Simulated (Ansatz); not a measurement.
# C2H8GaN: small, medium and large basis sets

How large a basis does C2H8GaN need? Two functionals are run in growing sets.

Computed with Ansatz 0.2.0, Gaussian basis. Level: one geometry, several basis sets.

The runs, in order: PBE0-D4/def2-SVP; ωB97M-V/def2-SVP; PBE0-D4/def2-QZVPP; ωB97M-V/def2-QZVPP; the functionals' def2-TZVPP values are taken from earlier runs.

### 1 The relaxed structure

The geometry comes from an earlier relaxation with PBE0-D4 in a triple-zeta def2 set; it is a stationary point, not always the lowest conformer.

12 atoms, charge 0, spin multiplicity 1.

Atoms are counted from 1 here; the program's logs count them from 0.

Bond lengths: C1–Ga2 1.967 Å, C1–H5 1.091 Å, C1–H6 1.093 Å, C1–H7 1.093 Å, Ga2–C3 1.967 Å, Ga2–N4 1.824 Å, C3–H8 1.093 Å, C3–H9 1.091 Å, C3–H10 1.093 Å, N4–H11 1.006 Å, N4–H12 1.006 Å. Angles: Ga2–C1–H5 111.7°, Ga2–C1–H6 110.6°, Ga2–C1–H7 110.6°, H5–C1–H6 108.3°, H5–C1–H7 108.3°, H6–C1–H7 107.1°, C1–Ga2–C3 126.1°, C1–Ga2–N4 117.0°, C3–Ga2–N4 117.0°, Ga2–C3–H8 110.6°, Ga2–C3–H9 111.8°, Ga2–C3–H10 110.6°, H8–C3–H9 108.3°, H8–C3–H10 107.1°, H9–C3–H10 108.3°, Ga2–N4–H11 124.2°, Ga2–N4–H12 124.2°, H11–N4–H12 111.5°.

### 2 PBE0-D4 in def2-SVP

File in.yaml:

```yaml
crystal:
  periodic: [false, false, false]
  atoms:
    - {symbol: C, position_ang: [-0.496565, 1.795142, -0.383074]}
    - {symbol: Ga, position_ang: [-0.078808, -0.097921, -0.052047]}
    - {symbol: C, position_ang: [1.442336, -0.783032, 0.989405]}
    - {symbol: N, position_ang: [-1.206779, -1.333159, -0.779085]}
    - {symbol: H, position_ang: [-1.389930, 1.910344, -0.999030]}
    - {symbol: H, position_ang: [-0.659336, 2.323331, 0.559909]}
    - {symbol: H, position_ang: [0.336099, 2.290139, -0.889236]}
    - {symbol: H, position_ang: [1.414267, -0.397180, 2.011582]}
    - {symbol: H, position_ang: [1.443445, -1.873325, 1.034138]}
    - {symbol: H, position_ang: [2.387690, -0.456686, 0.548439]}
    - {symbol: H, position_ang: [-2.017198, -1.104891, -1.329400]}
    - {symbol: H, position_ang: [-1.098221, -2.327962, -0.677502]}
basis:
  gaussian: {orbitals: def2-SVP}
hamiltonian: {xc: pbe0, dispersion: d4}
output: {orbitals: {seedname: orbitals}}
```

After this run come: ωB97M-V in def2-SVP; PBE0-D4 in def2-QZVPP; ωB97M-V in def2-QZVPP.

Before running them: what should the planned runs give, taken together? Wanted: PBE0-D4: double and triple zeta above quadruple; ωB97M-V: double and triple zeta above quadruple.

The runs gave:

| quantity | value |
| --- | --- |
| PBE0-D4: double and triple zeta above quadruple | 12.47, 1.42 eV |
| ωB97M-V: double and triple zeta above quadruple | 12.63, 1.38 eV |

What this shows: For PBE0-D4 the step from double to triple zeta gains 11.04 eV and the next only 1.42 eV. Total energies overstate the basis error of differences, where much of it tends to cancel. The LUMO of ωB97M-V is positive and keeps falling with the basis (2.10 to 1.32 eV): an unbound level that the basis holds in place.
